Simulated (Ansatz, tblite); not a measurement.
**SiICl3: one state, many levels**

An exercise on one series of results from a longer session: the logs are not shown, and one member is left open.

Computed with Ansatz 0.2.0, Gaussian basis. Level: as each input shows.

Plan: GFN1-xTB, GFN2-xTB, PBE-D4/def2-TZVP, r2SCAN-D4/def2-TZVP, ωB97M-V/def2-TZVP, B3LYP-D4/def2-TZVP, r2SCAN0-D4/def2-TZVP, HSE06-D4/def2-TZVP, LDA/def2-TZVP, B97M-V/def2-TZVP, ωB97X-V/def2-TZVP, PBE-D4/def2-SVP, PBE0-D4/def2-SVP, PBE0-D4/def2-TZVPD, PBE-D4/def2-TZVPD, r2SCAN-D4/def2-TZVPD, CCSD(T)/def2-TZVP, RPA/def2-TZVP.

4 further runs of the same task are left out: 1 that didn't finish, 3 set aside as unsound or not needed.

### The relaxed structure

The geometry is that of the singlet, from an earlier relaxation (PBE-D4/def2-SVP).

5 atoms, charge 0, spin multiplicity 1.

Bond lengths: Si1–I2 2.439 Å, Si1–Cl3 2.058 Å, Si1–Cl4 2.058 Å, Si1–Cl5 2.058 Å. Angles: I2–Si1–Cl3 110.1°, I2–Si1–Cl4 110.1°, I2–Si1–Cl5 110.1°, Cl3–Si1–Cl4 108.9°, Cl3–Si1–Cl5 108.9°, Cl4–Si1–Cl5 108.9°.

I takes a core potential in the def2 sets. No spin-orbit coupling is included.

PBE0-D4/def2-TZVP was run before; its log isn't repeated, and its numbers join the tables.

Set-up of the first run:

Tight binding, by tblite at 300 K electronic temperature and without a spin-polarisation term:

```python
tblite.interface.Calculator('GFN1-xTB', numbers, positions, charge=0, uhf=0).singlepoint()
```

Tight binding, by tblite at 300 K electronic temperature and without a spin-polarisation term:

```python
tblite.interface.Calculator('GFN2-xTB', numbers, positions, charge=0, uhf=0).singlepoint()
```

start.molden holds the orbitals of an earlier run on this state, given as this run's starting guess.

in.yaml

```yaml
crystal:
  periodic: [false, false, false]
  atoms:
    - {symbol: Si, position_ang: [-0.000351, 0.000511, -0.064423]}
    - {symbol: I, position_ang: [0.012373, -0.018978, 2.374926]}
    - {symbol: Cl, position_ang: [1.929309, 0.010757, -0.780122]}
    - {symbol: Cl, position_ang: [-0.974574, 1.678113, -0.751801]}
    - {symbol: Cl, position_ang: [-0.966758, -1.670403, -0.778580]}
basis:
  gaussian: {orbitals: def2-TZVP, initial_orbitals: start.molden}
hamiltonian: {xc: pbe, dispersion: d4}
scf: {omitted_lower_state_checks: [starts]}
output: {orbitals: {seedname: orbitals}}
```

Started as:

```sh
$ ansatz run in.yaml --threads 2 --pin off --events-out ev --progress --plain --max-ram 22528MiB --backend cpu
```

Steps of the session up to this table: PBE-D4/def2-TZVP; r2SCAN-D4/def2-TZVP; ωB97M-V/def2-TZVP; B3LYP-D4/def2-TZVP; r2SCAN0-D4/def2-TZVP; HSE06-D4/def2-TZVP; LDA/def2-TZVP; B97M-V/def2-TZVP; ωB97X-V/def2-TZVP; PBE-D4/def2-SVP; PBE0-D4/def2-SVP; PBE0-D4/def2-TZVPD; PBE-D4/def2-TZVPD; r2SCAN-D4/def2-TZVPD; CCSD(T)/def2-TZVP; RPA/def2-TZVP.

One of the session's tables, all rows but one given; the rest of the session is left out.

It belongs to the step «Levels side by side». 

```
               level  HOMO (eV)  LUMO (eV)  gap (eV)
       LDA/def2-TZVP      -7.26      -2.91      4.35
     PBE-D4/def2-SVP      -6.99      -2.48      4.51
    PBE-D4/def2-TZVP          ?          ?         ?
   PBE-D4/def2-TZVPD      -7.14      -2.75      4.38
 r2SCAN-D4/def2-TZVP      -7.42      -2.40      5.02
r2SCAN-D4/def2-TZVPD      -7.44      -2.47      4.97
    B97M-V/def2-TZVP      -7.42      -2.30      5.11
  B3LYP-D4/def2-TZVP      -8.01      -2.04      5.97
    PBE0-D4/def2-SVP      -8.24      -1.67      6.57
   PBE0-D4/def2-TZVP      -8.28      -1.80      6.48
  PBE0-D4/def2-TZVPD      -8.31      -1.90      6.41
r2SCAN0-D4/def2-TZVP      -8.49      -1.66      6.83
  HSE06-D4/def2-TZVP      -7.89      -2.17      5.72
   ωB97X-V/def2-TZVP     -10.56       0.33     10.89
   ωB97M-V/def2-TZVP     -10.41       0.14     10.55
```

Q: Estimate the row for PBE-D4/def2-TZVP from the others.

As computed: HOMO (eV): -7.10; LUMO (eV): -2.66; gap (eV): 4.44. In the column «HOMO (eV)» it lies between PBE-D4/def2-TZVPD (-7.14) and PBE-D4/def2-SVP (-6.99).
